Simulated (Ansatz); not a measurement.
**C₇H₄FNO: geometry and frequencies at several levels**

The task, for C₇H₄FNO: geometry and frequencies at several levels.

Method: the levels named in each step, in Ansatz 0.2.0.

## Step 1: The structure to begin with

Bond lengths: N1–C2 1.267 Å, C2–C3 1.443 Å, C3–C4 1.347 Å, C4–C5 1.426 Å, C5–C6 1.345 Å, C6–F7 1.349 Å, C2–C8 1.505 Å, C6–C8 1.439 Å, C8–C9 1.315 Å, C9–O10 1.154 Å, N1–H11 1.014 Å, C3–H12 1.078 Å, C4–H13 1.079 Å, C5–H14 1.077 Å. Angles (14 of 20 angles, heavy atoms first): N1–C2–C3 118.6°, N1–C2–C8 126.9°, C3–C2–C8 114.5°, C2–C3–C4 123.6°, C3–C4–C5 121.7°, C4–C5–C6 118.8°, C5–C6–F7 120.7°, C5–C6–C8 123.4°, F7–C6–C8 116.0°, C2–C8–C6 118.1°, C2–C8–C9 120.5°, C6–C8–C9 121.4°, C8–C9–O10 175.3°, C2–N1–H11 117.9°.

Coordinates:

```xyz
14

N    -0.6815   -2.4186   -0.2879
C     0.0271   -1.3871   -0.0930
C     1.4420   -1.5547    0.1355
C     2.2894   -0.5293    0.3483
C     1.8389    0.8238    0.3656
C     0.5326    1.0738    0.1653
F     0.0649    2.3392    0.1763
C    -0.4434    0.0427   -0.0707
C    -1.7119    0.3302   -0.2638
O    -2.8407    0.4897   -0.4436
H    -1.6739   -2.2887   -0.4482
H     1.7817   -2.5776    0.1231
H     3.3396   -0.7147    0.5123
H     2.5284    1.6335    0.5362
```

## Step 2: A rough first relaxation, PBE-D4/def2-SVP

input.yaml

```yaml
crystal:
  periodic: [false, false, false]
  atoms:
    - { symbol: "N", position_ang: [-0.68149, -2.41862, -0.28788] }
    - { symbol: C, position_ang: [0.0271, -1.38711, -0.09296] }
    - { symbol: C, position_ang: [1.44203, -1.55466, 0.1355] }
    - { symbol: C, position_ang: [2.28935, -0.52934, 0.34828] }
    - { symbol: C, position_ang: [1.83891, 0.8238, 0.36558] }
    - { symbol: C, position_ang: [0.53261, 1.07381, 0.16526] }
    - { symbol: F, position_ang: [0.06487, 2.33919, 0.17632] }
    - { symbol: C, position_ang: [-0.44339, 0.04268, -0.07073] }
    - { symbol: C, position_ang: [-1.71185, 0.33021, -0.26384] }
    - { symbol: O, position_ang: [-2.84072, 0.48972, -0.44365] }
    - { symbol: H, position_ang: [-1.67387, -2.2887, -0.4482] }
    - { symbol: H, position_ang: [1.7817, -2.57762, 0.12306] }
    - { symbol: H, position_ang: [3.33963, -0.71471, 0.51232] }
    - { symbol: H, position_ang: [2.52835, 1.63348, 0.53619] }
basis:
  gaussian: { orbitals: def2-SVP }
hamiltonian:
  xc: pbe
  dispersion: d4
relax:
  f_tol: 0.03
  max_steps: 200
```

Run with:

```sh
$ ansatz run input.yaml --threads 4 --pin off --max-ram 10240MiB --backend cpu --events-out ev --progress --plain --runs-dir out
```

Further steps of the session: Relaxation, PBE0-D4/def2-TZVP; Relaxation, PBE0-D4/def2-SVP; Frequencies, PBE0-D4/def2-SVP.

Before running it: what results should come out? Wanted: N1–C2 at PBE0-D4/def2-SVP; C2–C3 at PBE0-D4/def2-SVP; C2–C8 at PBE0-D4/def2-SVP; frequencies at PBE0-D4/def2-SVP.

The runs gave:

```
                       quantity            value
      N1–C2 at PBE0-D4/def2-SVP          1.283 Å
      C2–C3 at PBE0-D4/def2-SVP          1.459 Å
      C2–C8 at PBE0-D4/def2-SVP          1.499 Å
frequencies at PBE0-D4/def2-SVP  56 to 3511 cm⁻¹
```

In words: The N–C distance spreads over 0.003 Å, from PBE0-D4/def2-TZVP (shortest) to PBE0-D4/def2-SVP. No mode is imaginary, so the geometry is a minimum.
